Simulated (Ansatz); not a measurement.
This script makes the interaction energy of a dimer with the counterpoise correction of Br2H2Si, SMILES Br[SiH2]Br with the Python package of Ansatz (0.2.0).

`br2h2si.py`
```python
# -*- coding: utf-8 -*-
"""Binding of a Br2H2Si dimer at a trial geometry."""

import ansatz as az

FIRST = [
    ("Br", (-1.6947, -1.2133, 0.3635)),
    ("Si", (0.1336, -0.044, 0.0578)),
    ("Br", (-0.3333, 1.83, -1.0533)),
    ("H", (1.1646, -0.8542, -0.7311)),
    ("H", (0.7297, 0.2813, 1.3631)),
]
SECOND = [
    ("Br", (6.1142, 2.0049, 0.5279)),
    ("Si", (4.556, 2.7694, -0.8103)),
    ("Br", (2.5651, 1.9794, -0.1967)),
    ("H", (4.8385, 2.3559, -2.2563)),
    ("H", (4.5492, 4.24, -0.7627)),
]

def energy(atoms, ghosts=()):
    molecule = az.Crystal.molecule()
    for symbol, xyz in atoms:
        molecule = molecule.atom(symbol, xyz)
    calc = (
        molecule.calculation()
        .basis(gaussian="def2-SVPD")
        .functional("PBE")
    )
    deck = calc.input()
    if ghosts:
        deck = deck.set(az.key.basis.gaussian.ghost_atoms, [{"symbol": s, "position_ang": list(xyz)} for s, xyz in ghosts])
    return az.Session.from_dict(deck).plan().execute().report["free_energy_ev"]

# monomers in their own basis and in the basis of the dimer
both = energy(FIRST + SECOND)
alone = energy(FIRST) + energy(SECOND)
ghosted = energy(FIRST, SECOND) + energy(SECOND, FIRST)
print(f"dimer {both:.6f} eV")
print(f"interaction, uncorrected   {(both - alone):8.3f} eV")
print(f"interaction, counterpoise  {(both - ghosted):8.3f} eV")
print(f"basis-set superposition    {(alone - ghosted):8.3f} eV")
```

How large is the interaction at this pose, and how much of it is basis-set superposition?

Uncorrected it is 0.386 eV, with the counterpoise correction 0.448 eV; the difference, 0.06 eV, is the superposition error. In this basis both values are repulsive.

What the script printed:

`python br2h2si.py` gives:
```text
dimer -295920.967965 eV
interaction, uncorrected      0.386 eV
interaction, counterpoise     0.448 eV
basis-set superposition       0.062 eV
```

Total energies depend on the basis set; only differences at equal settings carry meaning. The dimer is a generated trial pose of unrelaxed monomers, not a minimum, so the figure is no binding energy, and the basis set is small. This level lacks the dispersion part of the attraction (electrostatics and induction are there), which can decide the sign where the interaction is weak. It ran for 49 s on 1 thread of Arm Neoverse V1, with other jobs on the host, peak memory 0.58 GiB.

(A comment or docstring line of the script was reworded after the run, the code is as it ran; lines on the test bed's own set-up are left out of the output.)
